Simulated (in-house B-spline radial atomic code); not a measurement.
**W¹⁰⁺: binding energies from hole states**

Aim: the cost of two holes at once in W¹⁰⁺, against the sum of the two single holes.

Method: Dirac-Hartree-Fock, average of configuration, Fermi nucleus, basis-set limit. Code: in-house B-spline radial atomic code version 1.

### 1 What is computed

| Quantity | Value |
| --- | --- |
| element | tungsten (Z = 74) |
| charge | +10 |
| electrons | 64 |
| configuration | [Kr] 4d10 4f14 5s2 5p2 |
| Hamiltonian | Dirac-Coulomb |
| nucleus | Fermi, rms radius 5.366 fm |

Outer shells as boxes (Hund's rule):

[Kr] 4d10 4f14 5s2 5p2
```
[Kr] core
4d [↑↓][↑↓][↑↓][↑↓][↑↓]
4f [↑↓][↑↓][↑↓][↑↓][↑↓][↑↓][↑↓]
5s [↑↓]
5p [↑ ][↑ ][  ]
```

The boxes draw the filling by Hund's rule, which heavy ions in jj coupling don't follow; these runs average over all states of the configuration.

Settings, as recorded:

```ini
Z = 74
electrons = 64.0
configuration = [Kr] 4d10 4f14 5s2 5p2
hamiltonian = dirac
method = hf
spin_polarised = False
nucleus = fermi
rms_radius = 5.3658
mass_number = 184
atomic_mass = 183.95093318
speed_of_light = 137.035999084
```

From the earlier run of the reference: total energy -16126.654929 hartree. Levels, eight at most:

```csv
orbital,occupation,energy (eV),<r> (bohr)
4p3/2,4,-615.44,0.4871
4d3/2,4,-444.62,0.5033
4d5/2,6,-431.57,0.5143
5s1/2,2,-240.95,1.013
4f5/2,6,-214.74,0.5707
4f7/2,8,-212.33,0.5780
5p1/2,0.666667,-209.43,1.077
5p3/2,1.33333,-196.75,1.141
```

Single holes known from earlier runs (ΔSCF): 1s 70056.2 eV, 3p1/2 2765.43 eV, 3p3/2 2469.27 eV, 5p 200.49 eV.

### 2 The 1s and 3p1/2 holes

In configurations, a minus sign after the shell means j = l − 1/2 and a plus sign j = l + 1/2; the count of electrons follows.

Changes to the settings of step 1:

```diff
@@ -1,4 +1,4 @@
 Z = 74
-electrons = 64.0
-configuration = [Kr] 4d10 4f14 5s2 5p2
+electrons = 62.0
+configuration = 1s1 2s2 2p6 3s2 3p-1 3p+4 3d10 4s2 4p6 4d10 4f14 5s2 5p2
 hamiltonian = dirac
```

From the run's result record (rounded, not every field):

```text
{
  "status": "converged",
  "iterations": 10,
  "energy [hartree]": {"total": -13445.8120112, "kinetic": 14955.0566177, "nuclear": -33603.1013196, "coulomb": 5453.29700651, "exact_exchange": -251.064315716},
  "breit [hartree]": {"gaunt": 9.714886, "retardation": -1.317067, "frequency_dependence": -0.185523},
  "qed [hartree]": {"self_energy": 8.55428, "uehling": -1.551738, "wichmann_kroll": 0.06158597},
  "recoil [hartree]": 0.02627875,
  "total_with_corrections [hartree]": -13430.5093084,
  "orbitals [hartree, bohr; first row names the columns]": [
    ["name", "occ", "eps", "<r>"],
    ["1s1/2", 1.0, -2628.19, 0.018301],
    ["2s1/2", 2.0, -470.61187, 0.076042],
    ["2p1/2", 2.0, -453.10673, 0.062776],
    ["2p3/2", 4.0, -401.0768, 0.070629],
    ["3s1/2", 2.0, -118.19269, 0.19697],
    ["3p1/2", 1.0, -110.21195, 0.18709],
    ["3p3/2", 4.0, -98.355927, 0.20087],
    ["3d3/2", 4.0, -83.091747, 0.17538],
    ["3d5/2", 6.0, -80.863819, 0.1799],
    ["4s1/2", 2.0, -32.436984, 0.43907],
    ["4p1/2", 2.0, -28.624234, 0.44232],
    ["4p3/2", 4.0, -25.918375, 0.47249],
    ["4d3/2", 4.0, -19.488749, 0.48301],
    ["4d5/2", 6.0, -18.962996, 0.49332],
    ["4f5/2", 6.0, -10.633971, 0.5251],
    ["4f7/2", 8.0, -10.550499, 0.53005],
    ["5s1/2", 2.0, -10.877203, 0.96264],
    ["5p1/2", 0.66667, -9.6545088, 1.0122],
    ["5p3/2", 1.3333, -9.1098587, 1.0688]
  ],
  "sum_r [bohr^k]": {"-1": 454.1134, "1": 23.70476, "2": 14.58491},
  "energy_minus_base [hartree]": 2680.84292,
  "energy_minus_base_with_corrections [hartree]": 2667.79965
}
```

Run time: 1.5 s. Hardware: 1 thread, shared host.

energy_minus_base is the energy less that of the reference run.

Radial density 4πr²n(r) and radial functions P(r) = rR(r):

```csv
r (bohr),4πr²n,1s1/2,3p3/2,5p3/2
0.00168,10.04,2.5713,0.0154,0.0034
0.00252,17.54,3.4006,0.0325,0.0072
0.00378,28.76,4.3596,0.0677,0.0150
0.00567,43.01,5.3348,0.1377,0.0306
0.00850,56.41,6.0876,0.2697,0.0598
0.0128,62.98,6.2576,0.5029,0.1112
0.0191,63.97,5.5115,0.8492,0.1867
0.0287,79.66,3.8373,1.2586,0.2729
0.0431,120.3,1.8892,1.4573,0.3036
0.0647,132.9,0.5620,0.9514,0.1640
0.0970,107.0,0.0843,-0.5221,-0.1818
0.146,121.1,0.0037,-2.1424,-0.4341
0.218,87.95,-0.0027,-2.2960,-0.0842
0.328,71.71,-0.0002,-1.0746,0.5826
0.492,71.03,0.0009,-0.1987,0.3289
0.738,25.78,0.0001,-0.0124,-0.7710
1.11,7.127,-0.0003,-0.0003,-1.1308
1.66,0.7247,-0.0001,0.0000,-0.4866
2.49,0.006819,0.0000,0.0000,-0.0560
3.74,1.777e-06,0.0000,0.0000,-0.0010
```

On the record's full grid the radial density has clear maxima near r = 0.053, 0.15, 0.40 bohr.

X-ray form factor of the spherical density:

```csv
sinθ/λ (1/Å),f (electrons)
0,62.000
0.1,60.944
0.2,57.995
0.3,53.706
0.4,48.747
0.6,38.904
0.8,30.775
1,24.677
1.4,17.389
1.8,13.944
2.5,10.204
4,4.973
6,3.000
```

### 3 The 3p3/2 and 5p holes

Changes to the settings of step 2:

```diff
@@ -2,3 +2,3 @@
 electrons = 62.0
-configuration = 1s1 2s2 2p6 3s2 3p-1 3p+4 3d10 4s2 4p6 4d10 4f14 5s2 5p2
+configuration = 1s2 2s2 2p6 3s2 3p-2 3p+3 3d10 4s2 4p6 4d10 4f14 5s2 5p1
 hamiltonian = dirac
```

Results of the run:

```text
{
  "status": "converged",
  "iterations": 10,
  "energy [hartree]": {"total": -16027.6444138, "kinetic": 18056.0646374, "nuclear": -39508.3943276, "coulomb": 5728.89229801, "exact_exchange": -304.207021531},
  "breit [hartree]": {"gaunt": 18.97673, "retardation": -1.995512, "frequency_dependence": -0.3191402},
  "qed [hartree]": {"self_energy": 13.99154, "uehling": -2.630485, "wichmann_kroll": 0.104446},
  "recoil [hartree]": 0.02965034,
  "total_with_corrections [hartree]": -15999.4871854,
  "orbitals [hartree, bohr; first row names the columns]": [
    ["name", "occ", "eps", "<r>"],
    ["1s1/2", 2.0, -2582.6088, 0.018344],
    ["2s1/2", 2.0, -459.32605, 0.07684],
    ["2p1/2", 2.0, -438.9456, 0.063677],
    ["2p3/2", 4.0, -388.9134, 0.071648],
    ["3s1/2", 2.0, -114.78561, 0.19947],
    ["3p1/2", 2.0, -106.00212, 0.18968],
    ["3p3/2", 3.0, -95.025497, 0.20493],
    ["3d3/2", 4.0, -80.070305, 0.17872],
    ["3d5/2", 6.0, -77.539796, 0.18313],
    ["4s1/2", 2.0, -31.42507, 0.44603],
    ["4p1/2", 2.0, -27.603177, 0.45136],
    ["4p3/2", 4.0, -24.946987, 0.48135],
    ["4d3/2", 4.0, -18.698025, 0.49426],
    ["4d5/2", 6.0, -18.192882, 0.50505],
    ["4f5/2", 6.0, -10.168333, 0.5417],
    ["4f7/2", 8.0, -10.054521, 0.54902],
    ["5s1/2", 2.0, -10.543043, 0.9805],
    ["5p1/2", 0.33333, -9.3946179, 1.0343],
    ["5p3/2", 0.66667, -8.8727, 1.0927]
  ],
  "sum_r [bohr^k]": {"-1": 533.9268, "1": 23.21517, "2": 14.04535},
  "energy_minus_base [hartree]": 99.010515,
  "energy_minus_base_with_corrections [hartree]": 98.8217689
}
```

Run time: 1.4 s. Hardware: 1 thread, shared host.

### 4 The 1s and 1s holes

Changes to the settings of step 3:

```diff
@@ -2,3 +2,3 @@
 electrons = 62.0
-configuration = 1s2 2s2 2p6 3s2 3p-2 3p+3 3d10 4s2 4p6 4d10 4f14 5s2 5p1
+configuration = 2s2 2p6 3s2 3p6 3d10 4s2 4p6 4d10 4f14 5s2 5p2
 hamiltonian = dirac
```

Results of the run:

```text
{
  "status": "converged",
  "iterations": 10,
  "energy [hartree]": {"total": -10931.6453602, "kinetic": 11967.9979557, "nuclear": -27999.9095244, "coulomb": 5358.0756895, "exact_exchange": -257.809480975},
  "breit [hartree]": {"gaunt": 6.21799, "retardation": -0.5932421, "frequency_dependence": -0.01964175},
  "qed [hartree]": {"self_energy": 3.004157, "uehling": -0.4552839, "wichmann_kroll": 0.01809512},
  "recoil [hartree]": 0.02318741,
  "total_with_corrections [hartree]": -10923.4500979,
  "orbitals [hartree, bohr; first row names the columns]": [
    ["name", "occ", "eps", "<r>"],
    ["2s1/2", 2.0, -478.84769, 0.07539],
    ["2p1/2", 2.0, -464.67342, 0.061823],
    ["2p3/2", 4.0, -410.01737, 0.069782],
    ["3s1/2", 2.0, -120.07962, 0.19516],
    ["3p1/2", 2.0, -112.09548, 0.18412],
    ["3p3/2", 4.0, -99.995305, 0.19868],
    ["3d3/2", 4.0, -84.659809, 0.17333],
    ["3d5/2", 6.0, -81.975134, 0.17792],
    ["4s1/2", 2.0, -32.747963, 0.43601],
    ["4p1/2", 2.0, -29.079041, 0.43806],
    ["4p3/2", 4.0, -26.203846, 0.46861],
    ["4d3/2", 4.0, -19.656839, 0.47933],
    ["4d5/2", 6.0, -19.096418, 0.49013],
    ["4f5/2", 6.0, -10.57516, 0.52584],
    ["4f7/2", 8.0, -10.464293, 0.53234],
    ["5s1/2", 2.0, -10.942842, 0.95718],
    ["5p1/2", 0.66667, -9.7419103, 1.0033],
    ["5p3/2", 1.3333, -9.1688643, 1.0619]
  ],
  "sum_r [bohr^k]": {"-1": 378.3823, "1": 23.76131, "2": 14.51396},
  "energy_minus_base [hartree]": 5195.00957,
  "energy_minus_base_with_corrections [hartree]": 5174.85886
}
```

Wall time 1.4 s (1 thread, shared host).

### 5 Results

| two holes | ΔSCF (eV) | less the two single holes (eV) |
| --- | --- | --- |
| 1s and 3p1/2 | 72949.5 | 127.86 |
| 3p3/2 and 5p | 2694.21 | 24.46 |
| 1s and 1s | 141363.4 | 1251.10 |

What this shows: Two holes cost more than the sum of each, because the second electron leaves a more charged ion. The excess runs from 24.5 eV (3p3/2 and 5p) to 1251.1 eV (1s and 1s); it tends to be largest where both holes are compact. Two partly filled shells share a symmetry and can mix in the average, which may lower the energy, in these hole states: 1s and 3p1/2; 3p3/2 and 5p; 3p1/2; 3p3/2. Values are for the free ion, measured from the vacuum level.
